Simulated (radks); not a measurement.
**Sn with its nuclear charge varied continuously**

Aim: the energy of 50 electrons in [Kr] 4d10 5s2 5p2 as the nuclear charge moves through non-integer values, and a test of dE/dZ = E(electron-nucleus)/Z.

Program: radks (a radial shooting solver on a logarithmic mesh, Libxc functionals) version 1. Level of theory: scalar-relativistic Kohn-Sham, PBE, spin-polarised, spherical densities, finite nucleus; open shells are filled with parallel spins first. These are calculated values, not measurements, unless marked.

### Step 1. What is computed

- element: tin (Z = 50)
- charge: 0
- electrons: 50
- configuration: [Kr] 4d10 5s2 5p2
- nuclear rms radius: 4.6519 fm

Outer shells as boxes (Hund's rule):

Sn
```
[Kr] core
4d [↑↓][↑↓][↑↓][↑↓][↑↓]
5s [↑↓]
5p [↑ ][↑ ][  ]
```

In the logs a row gives level, spin channel, occupation and eigenvalue; Etot, Ekin, Encl (electron-nucleus), Eh (Hartree) and Exc are energies, all in hartree; err is the last residual, it the number of iterations.

### Step 2. Z = 50

The run's settings:

```text
Z 50
configuration [Kr] 4d10 5s2 5p2
relativity scalar-relativistic
functional pbe,pbe
spin polarised
nucleus finite rms 4.6519 fm
c 137.035999084
```

Log:

```text
1s      1   1.0000       -1066.18081634
2s      1   1.0000        -160.95190273
2p      1   3.0000        -144.49095669
3s      1   1.0000         -31.05496817
3p      1   3.0000         -25.67509453
3d      1   5.0000         -17.39221381
4s      1   1.0000          -4.91646599
4p      1   3.0000          -3.29146360
4d      1   5.0000          -0.94647493
5s      1   1.0000          -0.40315447
5p      1   2.0000          -0.15276871
1s      2   1.0000       -1066.17968751
2s      2   1.0000        -160.95163900
2p      2   3.0000        -144.49018975
3s      2   1.0000         -31.05407096
3p      2   3.0000         -25.67406489
3d      2   5.0000         -17.39129708
4s      2   1.0000          -4.91436959
4p      2   3.0000          -3.28915641
4d      2   5.0000          -0.94035467
5s      2   1.0000          -0.35930537
5p      2   0.0000          -0.10513198
Etot -6177.064629407253
Ekin 6448.973962842094
Encl -14937.215418578497
Eh 2475.9680102169104
Exc -164.7911838877606
err 2.242487170448869e-09
it 16
```

5p up is the highest filled level (-4.157 eV).

Sizes of the orbitals, from the radial functions (bohr):

```csv
level,occupation,energy (eV),<r>,outermost maximum (interpolated),90 % within,nodes
4p up,3,-89.565,0.8861,0.788,1.30,2
4p down,3,-89.503,0.8856,0.788,1.30,2
4d up,5,-25.755,1.103,0.887,1.72,1
4d down,5,-25.588,1.096,0.887,1.70,1
5s up,1,-10.970,2.407,2.03,3.57,4
5s down,1,-9.777,2.385,2.00,3.55,4
5p up,2,-4.157,3.205,2.57,4.91,3
5p down,0,-2.861,3.268,2.55,5.07,3
```

Radial density 4πr²ρ:

```csv
r (bohr),4πr²ρ (e/bohr)
0.00135,2.661
0.00210,5.601
0.00329,11.45
0.00511,21.65
0.00800,37.36
0.0124,54.74
0.0194,64.43
0.0302,59.33
0.0469,57.55
0.0734,77.65
0.114,75.51
0.178,57.06
0.277,67.50
0.433,31.70
0.673,22.23
1.04,17.46
1.63,5.033
2.54,1.915
3.97,0.5681
6.17,0.06442
```

### Step 3. Z = 49.8

Input: that of step 2 with these lines changed.

```diff
@@ -1,2 +1,2 @@
-Z 50
+Z 49.8
 configuration [Kr] 4d10 5s2 5p2
```

Log:

```text
1s      1   1.0000       -1056.77953778
2s      1   1.0000        -159.23160585
2p      1   3.0000        -142.93798657
3s      1   1.0000         -30.58198576
3p      1   3.0000         -25.25438139
3d      1   5.0000         -17.03790716
4s      1   1.0000          -4.75965903
4p      1   3.0000          -3.15482152
4d      1   5.0000          -0.84198723
5s      1   1.0000          -0.33835274
5p      1   2.0000          -0.10135279
1s      2   1.0000       -1056.77854097
2s      2   1.0000        -159.23140389
2p      2   3.0000        -142.93733035
3s      2   1.0000         -30.58120579
3p      2   3.0000         -25.25348582
3d      2   5.0000         -17.03712002
4s      2   1.0000          -4.75787475
4p      2   3.0000          -3.15284443
4d      2   5.0000          -0.83638003
5s      2   1.0000          -0.29709504
5p      2   0.0000          -0.05624192
Etot -6117.283451965803
Ekin 6384.37292936921
Encl -14794.737339025702
Eh 2456.8450475381605
Exc -163.76408984747212
err 2.921333380638521e-09
it 15
```

Energy against step 2 (Z = 50): +1626.7 eV. The top filled level is 5p up, -2.758 eV.

### Step 4. Z = 49.9

Input: that of step 3 with these lines changed.

```diff
@@ -1,2 +1,2 @@
-Z 49.8
+Z 49.9
 configuration [Kr] 4d10 5s2 5p2
```

Log:

```text
1s      1   1.0000       -1061.47369633
2s      1   1.0000        -160.08979172
2p      1   3.0000        -143.71271701
3s      1   1.0000         -30.81740974
3p      1   3.0000         -25.46372294
3d      1   5.0000         -17.21407846
4s      1   1.0000          -4.83728796
4p      1   3.0000          -3.22239010
4d      1   5.0000          -0.89349830
5s      1   1.0000          -0.37022195
5p      1   2.0000          -0.12652357
1s      2   1.0000       -1061.47263352
2s      2   1.0000        -160.08955924
2p      2   3.0000        -143.71200569
3s      2   1.0000         -30.81657125
3p      2   3.0000         -25.46276045
3d      2   5.0000         -17.21322673
4s      2   1.0000          -4.83534794
4p      2   3.0000          -3.22024826
4d      2   5.0000          -0.88763114
5s      2   1.0000          -0.32763874
5p      2   0.0000          -0.08012252
Etot -6147.132148518509
Ekin 6416.622925558442
Encl -14865.902890834226
Eh 2466.4257735085725
Exc -164.27795675129704
err 4.307361824734009e-09
it 15
```

Energy against step 2 (Z = 50): +814.504 eV. Highest occupied level: 5p up at -3.443 eV.

### Step 5. Z = 50.1

Input: that of step 4 with these lines changed.

```diff
@@ -1,2 +1,2 @@
-Z 49.9
+Z 50.1
 configuration [Kr] 4d10 5s2 5p2
```

Log:

```text
1s      1   1.0000       -1070.90082555
2s      1   1.0000        -161.81785846
2p      1   3.0000        -145.27262306
3s      1   1.0000         -31.29457772
3p      1   3.0000         -25.88841232
3d      1   5.0000         -17.57222916
4s      1   1.0000          -4.99710768
4p      1   3.0000          -3.36195635
4d      1   5.0000          -1.00083187
5s      1   1.0000          -0.43708002
5p      1   2.0000          -0.18002174
1s      2   1.0000       -1070.89963064
2s      2   1.0000        -161.81756281
2p      2   3.0000        -145.27180000
3s      2   1.0000         -31.29362163
3p      2   3.0000         -25.88731531
3d      2   5.0000         -17.57124707
4s      2   1.0000          -4.99485442
4p      2   3.0000          -3.35948336
4d      2   5.0000          -0.99446480
5s      2   1.0000          -0.39201734
5p      2   0.0000          -0.13119730
Etot -6207.080864614681
Ekin 6481.426094756029
Encl -15008.678997274925
Eh 2485.4758825816716
Exc -165.30384467745603
err 3.648866598715528e-09
it 15
```

Energy against step 2 (Z = 50): -816.783 eV. The top filled level is 5p up, -4.899 eV.

### Step 6. Z = 50.2

Input: that of step 5 with these lines changed.

```diff
@@ -1,2 +1,2 @@
-Z 50.1
+Z 50.2
 configuration [Kr] 4d10 5s2 5p2
```

Log:

```text
1s      1   1.0000       -1075.63366760
2s      1   1.0000        -162.68759446
2p      1   3.0000        -146.05764956
3s      1   1.0000         -31.53617110
3p      1   3.0000         -26.10360845
3d      1   5.0000         -17.75405649
4s      1   1.0000          -5.07914372
4p      1   3.0000          -3.43379886
4d      1   5.0000          -1.05650008
5s      1   1.0000          -0.47194253
5p      1   2.0000          -0.20822849
1s      2   1.0000       -1075.63240655
2s      2   1.0000        -162.68726628
2p      2   3.0000        -146.05676994
3s      2   1.0000         -31.53515595
3p      2   3.0000         -26.10244388
3d      2   5.0000         -17.75300871
4s      2   1.0000          -5.07673327
4p      2   3.0000          -3.43115973
4d      2   5.0000          -1.04989201
5s      2   1.0000          -0.42571253
5p      2   0.0000          -0.15825900
Etot -6237.180831657765
Ekin 6513.979384755219
Encl -15080.296941848163
Eh 2494.952724428801
Exc -165.81599899362277
err 2.8229626753965636e-09
it 15
```

Energy against step 2 (Z = 50): -1635.8 eV. The top filled level is 5p up, -5.666 eV.

### Step 7. Z = 50.3

Input: that of step 6 with these lines changed.

```diff
@@ -1,2 +1,2 @@
-Z 50.2
+Z 50.3
 configuration [Kr] 4d10 5s2 5p2
```

Log:

```text
1s      1   1.0000       -1080.37929787
2s      1   1.0000        -163.56105800
2p      1   3.0000        -146.84598135
3s      1   1.0000         -31.77969272
3p      1   3.0000         -26.32062681
3d      1   5.0000         -17.93763950
4s      1   1.0000          -5.16251664
4p      1   3.0000          -3.50693348
4d      1   5.0000          -1.11342242
5s      1   1.0000          -0.50769617
5p      1   2.0000          -0.23734386
1s      2   1.0000       -1080.37797058
2s      2   1.0000        -163.56069674
2p      2   3.0000        -146.84504473
3s      2   1.0000         -31.77861838
3p      2   3.0000         -26.31939451
3d      2   5.0000         -17.93652572
4s      2   1.0000          -5.15994879
4p      2   3.0000          -3.50412798
4d      2   5.0000          -1.10657873
5s      2   1.0000          -0.46034008
5p      2   0.0000          -0.18626756
Etot -6267.364514240792
Ekin 6546.633904575301
Encl -15152.07201287868
Eh 2504.401290802981
Exc -166.3276967403942
err 2.475692050241284e-09
it 15
```

E − E(step 2, Z = 50) = -2457.2 eV. The top filled level is 5p up, -6.458 eV.

### Step 8. Z = 50.4

Input: that of step 7 with these lines changed.

```diff
@@ -1,2 +1,2 @@
-Z 50.3
+Z 50.4
 configuration [Kr] 4d10 5s2 5p2
```

Log:

```text
1s      1   1.0000       -1085.13768059
2s      1   1.0000        -164.43820522
2p      1   3.0000        -147.63757240
3s      1   1.0000         -32.02509587
3p      1   3.0000         -26.53942015
3d      1   5.0000         -18.12293073
4s      1   1.0000          -5.24717790
4p      1   3.0000          -3.58131153
4d      1   5.0000          -1.17155073
5s      1   1.0000          -0.54430279
5p      1   2.0000          -0.26732965
1s      2   1.0000       -1085.13628696
2s      2   1.0000        -164.43781039
2p      2   3.0000        -147.63657840
3s      2   1.0000         -32.02396219
3p      2   3.0000         -26.53811995
3d      2   5.0000         -18.12175070
4s      2   1.0000          -5.24445254
4p      2   3.0000          -3.57833953
4d      2   5.0000          -1.16447641
5s      2   1.0000          -0.49585757
5p      2   0.0000          -0.21518107
Etot -6297.63190124806
Ekin 6579.389732809637
Encl -15224.00655379803
Eh 2513.823900001481
Exc -166.83898026114855
err 2.214544359328171e-09
it 15
```

E − E(step 2, Z = 50) = -3280.8 eV. Highest occupied level: 5p up at -7.274 eV.

### Step 9. Z = 50.5

Input: that of step 8 with these lines changed.

```diff
@@ -1,2 +1,2 @@
-Z 50.4
+Z 50.5
 configuration [Kr] 4d10 5s2 5p2
```

Log:

```text
1s      1   1.0000       -1089.90878681
2s      1   1.0000        -165.31899909
2p      1   3.0000        -148.43238354
3s      1   1.0000         -32.27234068
3p      1   3.0000         -26.75994806
3d      1   5.0000         -18.30988958
4s      1   1.0000          -5.33308592
4p      1   3.0000          -3.65689127
4d      1   5.0000          -1.23084384
5s      1   1.0000          -0.58173006
5p      1   2.0000          -0.29815308
1s      2   1.0000       -1089.90732673
2s      2   1.0000        -165.31857023
2p      2   3.0000        -148.43133179
3s      2   1.0000         -32.27114754
3p      2   3.0000         -26.75857981
3d      2   5.0000         -18.30864307
4s      2   1.0000          -5.33020304
4p      2   3.0000          -3.65375274
4d      2   5.0000          -1.22354353
5s      2   1.0000          -0.53222908
5p      2   0.0000          -0.24496357
Etot -6327.98298597377
Ekin 6612.246953812482
Encl -15296.102586259072
Eh 2523.2225325006757
Exc -167.3498860278561
err 1.987108028359225e-09
it 15
```

E − E(step 2, Z = 50) = -4106.7 eV. The top filled level is 5p up, -8.113 eV.

### Step 10. Z = 50.6

Input: that of step 9 with these lines changed.

```diff
@@ -1,2 +1,2 @@
-Z 50.5
+Z 50.6
 configuration [Kr] 4d10 5s2 5p2
```

Log:

```text
1s      1   1.0000       -1094.69259303
2s      1   1.0000        -166.20340799
2p      1   3.0000        -149.23038098
3s      1   1.0000         -32.52139270
3p      1   3.0000         -26.98217554
3d      1   5.0000         -18.49848086
4s      1   1.0000          -5.42020461
4p      1   3.0000          -3.73363651
4d      1   5.0000          -1.29126606
5s      1   1.0000          -0.61995027
5p      1   2.0000          -0.32978565
1s      2   1.0000       -1094.69106637
2s      2   1.0000        -166.20294467
2p      2   3.0000        -149.22927113
3s      2   1.0000         -32.52013998
3p      2   3.0000         -26.98073911
3d      2   5.0000         -18.49716767
4s      2   1.0000          -5.41716429
4p      2   3.0000          -3.73033149
4d      2   5.0000          -1.28374412
5s      2   1.0000          -0.56942378
5p      2   0.0000          -0.27558384
Etot -6358.417765528361
Ekin 6645.2056569615015
Encl -15368.361878538135
Eh 2532.5989019068957
Exc -167.86044585862356
err 1.7719758012782625e-09
it 15
```

E − E(step 2, Z = 50) = -4934.9 eV. 5p up is the highest filled level (-8.974 eV).

### Step 11. Z = 50.7

Input: that of step 10 with these lines changed.

```diff
@@ -1,2 +1,2 @@
-Z 50.6
+Z 50.7
 configuration [Kr] 4d10 5s2 5p2
```

Log:

```text
1s      1   1.0000       -1099.48908010
2s      1   1.0000        -167.09140465
2p      1   3.0000        -150.03153529
3s      1   1.0000         -32.77222185
3p      1   3.0000         -27.20607197
3d      1   5.0000         -18.68867375
4s      1   1.0000          -5.50850232
4p      1   3.0000          -3.81151547
4d      1   5.0000          -1.35278618
5s      1   1.0000          -0.65893935
5p      1   2.0000          -0.36220238
1s      2   1.0000       -1099.48748673
2s      2   1.0000        -167.09090651
2p      2   3.0000        -150.03036702
3s      2   1.0000         -32.77090946
3p      2   3.0000         -27.20456722
3d      2   5.0000         -18.68729369
4s      2   1.0000          -5.50530470
4p      2   3.0000          -3.80804407
4d      2   5.0000          -1.34504667
5s      2   1.0000          -0.60741493
5p      2   0.0000          -0.30701449
Etot -6388.936240358234
Ekin 6678.265936005122
Encl -15440.785995725846
Eh 2541.9545071794605
Exc -168.37068781696968
err 1.6096220039724785e-09
it 15
```

Energy against step 2 (Z = 50): -5765.3 eV. Highest occupied level: 5p up at -9.856 eV.

### Step 12. Z = 50.8

Input: that of step 11 with these lines changed.

```diff
@@ -1,2 +1,2 @@
-Z 50.7
+Z 50.8
 configuration [Kr] 4d10 5s2 5p2
```

Log:

```text
1s      1   1.0000       -1104.29823244
2s      1   1.0000        -167.98296538
2p      1   3.0000        -150.83582056
3s      1   1.0000         -33.02480161
3p      1   3.0000         -27.43161027
3d      1   5.0000         -18.88044099
4s      1   1.0000          -5.59795102
4p      1   3.0000          -3.89050005
4d      1   5.0000          -1.41537661
5s      1   1.0000          -0.69867620
5p      1   2.0000          -0.39538114
1s      2   1.0000       -1104.29657222
2s      2   1.0000        -167.98243205
2p      2   3.0000        -150.83459357
3s      2   1.0000         -33.02342945
3p      2   3.0000         -27.43003709
3d      2   5.0000         -18.87899389
4s      2   1.0000          -5.59459631
4p      2   3.0000          -3.88686243
4d      2   5.0000          -1.40742335
5s      2   1.0000          -0.64617909
5p      2   0.0000          -0.33923132
Etot -6419.538413858658
Ekin 6711.4278885673775
Encl -15513.376337468377
Eh 2551.2906719329085
Exc -168.88063689056662
err 1.4818161826112298e-09
it 15
```

E − E(step 2, Z = 50) = -6598.0 eV. Highest occupied level: 5p up at -10.759 eV.

### Step 13. Z = 50.9

Input: that of step 12 with these lines changed.

```diff
@@ -1,2 +1,2 @@
-Z 50.8
+Z 50.9
 configuration [Kr] 4d10 5s2 5p2
```

Log:

```text
1s      1   1.0000       -1109.12003744
2s      1   1.0000        -168.87806941
2p      1   3.0000        -151.64321385
3s      1   1.0000         -33.27910841
3p      1   3.0000         -27.65876633
3d      1   5.0000         -19.07375825
4s      1   1.0000          -5.68852574
4p      1   3.0000          -3.97056514
4d      1   5.0000          -1.47901276
5s      1   1.0000          -0.73914215
5p      1   2.0000          -0.42930220
1s      2   1.0000       -1109.11831024
2s      2   1.0000        -168.87750057
2p      2   3.0000        -151.64192785
3s      2   1.0000         -33.27767640
3p      2   3.0000         -27.65712463
3d      2   5.0000         -19.07224398
4s      2   1.0000          -5.68501418
4p      2   3.0000          -3.96676152
4d      2   5.0000          -1.47084936
5s      2   1.0000          -0.68569555
5p      2   0.0000          -0.37221274
Etot -6450.2242920513245
Ekin 6744.691615715544
Encl -15586.13416683918
Eh 2560.608574585198
Exc -169.3903155128852
err 1.3715963421008697e-09
it 15
```

Energy against step 2 (Z = 50): -7433.1 eV. The top filled level is 5p up, -11.682 eV.

### Step 14. Z = 51

Input: that of step 13 with these lines changed.

```diff
@@ -1,2 +1,2 @@
-Z 50.9
+Z 51
 configuration [Kr] 4d10 5s2 5p2
```

Log:

```text
1s      1   1.0000       -1113.95448500
2s      1   1.0000        -169.77669848
2p      1   3.0000        -152.45369466
3s      1   1.0000         -33.53512119
3p      1   3.0000         -27.88751852
3d      1   5.0000         -19.26860371
4s      1   1.0000          -5.78020399
4p      1   3.0000          -4.05168821
4d      1   5.0000          -1.54367259
5s      1   1.0000          -0.78032057
5p      1   2.0000          -0.46394783
1s      2   1.0000       -1113.95269066
2s      2   1.0000        -169.77609382
2p      2   3.0000        -152.45234939
3s      2   1.0000         -33.53362925
3p      2   3.0000         -27.88580819
3d      2   5.0000         -19.26702214
4s      2   1.0000          -5.77653590
4p      2   3.0000          -4.04771885
4d      2   5.0000          -1.53530244
5s      2   1.0000          -0.72594588
5p      2   0.0000          -0.40593940
Etot -6480.993883329848
Ekin 6778.057221713994
Encl -15659.060632949237
Eh 2569.9092718763513
Exc -169.8997439709574
err 1.2761983290760486e-09
it 15
```

Energy against step 2 (Z = 50): -8270.3 eV. 5p up is the highest filled level (-12.625 eV).

### Step 15. All runs together

```csv
Z,E (hartree),E(electron-nucleus)/Z (hartree),highest level,its energy (eV),<r> (bohr)
49.8,-6117.28345,-297.083,5p up,-2.758,3.381
49.9,-6147.13215,-297.914,5p up,-3.443,3.288
50,-6177.06463,-298.744,5p up,-4.157,3.205
50.1,-6207.08086,-299.574,5p up,-4.899,3.129
50.2,-6237.18083,-300.404,5p up,-5.666,3.060
50.3,-6267.36451,-301.234,5p up,-6.458,2.996
50.4,-6297.63190,-302.064,5p up,-7.274,2.937
50.5,-6327.98299,-302.893,5p up,-8.113,2.882
50.6,-6358.41777,-303.723,5p up,-8.974,2.831
50.7,-6388.93624,-304.552,5p up,-9.856,2.783
50.8,-6419.53841,-305.381,5p up,-10.759,2.737
50.9,-6450.22429,-306.211,5p up,-11.682,2.694
51,-6480.99388,-307.040,5p up,-12.625,2.653
```

At Z = 50 the central difference of E is -299.744 hartree, against -298.744 from the Hellmann-Feynman theorem; the scalar-relativistic energy here is not variational, so the two differ by a part that grows with Z. The top level goes from -2.758 eV at Z = 49.8 to -12.625 eV at Z = 51.
